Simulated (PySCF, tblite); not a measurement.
# C₅H₇N₂ radical: geometry, infrared bands and EPR parameters

Wanted: the infrared bands and EPR parameters of C₅H₇N₂ radical (`[CH2]n1cc(C)cn1`), by calculation.

Programs: tblite 0.8.0 and PySCF 2.14.0, with density-fitted response routines of our own. Each step states its level of theory. These are calculated values for one molecule in the gas phase, unless marked as measured. Atoms count from 0, in the outputs and in this text.

## (1) The molecule as given

14 atoms, charge 0, multiplicity 2; geometry from: force field or distance geometry start.

Bonds of the start (Å): C0–N1 1.39, N1–C2 1.36, C2–C3 1.38, C3–C4 1.47, C3–C5 1.41, C5–N6 1.34, N6–N1 1.36, C0–H7 1.08, C0–H8 1.08, C2–H9 1.08, C4–H10 1.09, C4–H11 1.10, C4–H12 1.09, C5–H13 1.08.

## (2) Relaxing the molecule with GFN2-xTB

The job: settings as JSON, then the geometry in Å.

```
{"job": {"kind": "relax", "xc": "GFN2-xTB", "basis": "xTB"}, "charge": 0, "multiplicity": 2}
C      2.705500     0.164700    -0.308200
N      1.387400    -0.142400    -0.003200
C      0.294800     0.559000    -0.421100
C     -0.839800    -0.038600     0.077000
C     -2.256500     0.338200    -0.082500
C     -0.326100    -1.125700     0.820700
N      1.009400    -1.188600     0.776100
H      3.474100    -0.466900     0.100900
H      2.901100     1.020200    -0.931500
H      0.399900     1.432400    -1.048900
H     -2.629100     0.843000     0.806000
H     -2.382100     1.016000    -0.938000
H     -2.883000    -0.540700    -0.261200
H     -0.856300    -1.871000     1.391800
```

Launch:

```bash
OMP_NUM_THREADS=1 python probes_run.py task.json out
```

The driver reads the jobs from task.json and runs them one after another.

**Question.** This job is followed by: GFN2-xTB harmonic vibrations, gas phase; UKS B3LYP, pcH-1 on C H N, non-relativistic, mean-field spin-orbit, GIAO. What will the session give for the following? strongest single infrared mode (GFN2-xTB); zero-point energy (GFN2-xTB); g(iso) (B3LYP); ⟨S²⟩; largest a(iso) (averaged by class); surface potential, 1st and 99th percentile.

The runs gave:

```
                                 quantity                value
strongest single infrared mode (GFN2-xTB)  536 cm⁻¹, 55 km/mol
             zero-point energy (GFN2-xTB)        69.1 kcal/mol
                           g(iso) (B3LYP)              2.00256
                                     ⟨S²⟩   0.757 (exact 0.75)
       largest a(iso) (averaged by class)  13C on C0, 69.7 MHz
    surface potential, 1st and 99th percentile   -1.71 V and 1.28 V
```

In words: Over 30 steps the energy fell by 0.106 eV; of the close pairs, C0–N1 changed most, 1.387 to 1.333 Å. All 36 modes are real, so the xTB geometry is a minimum. The strongest single mode, at 536 cm⁻¹, moves mainly H7. GFN2-xTB is a fitted tight-binding method: band positions and strengths are rough. Its intensities can rank the bands wrongly. C0 carries the largest spin population, 0.85 e. The isotropic g lies 0.2 ppt above the free-electron value.
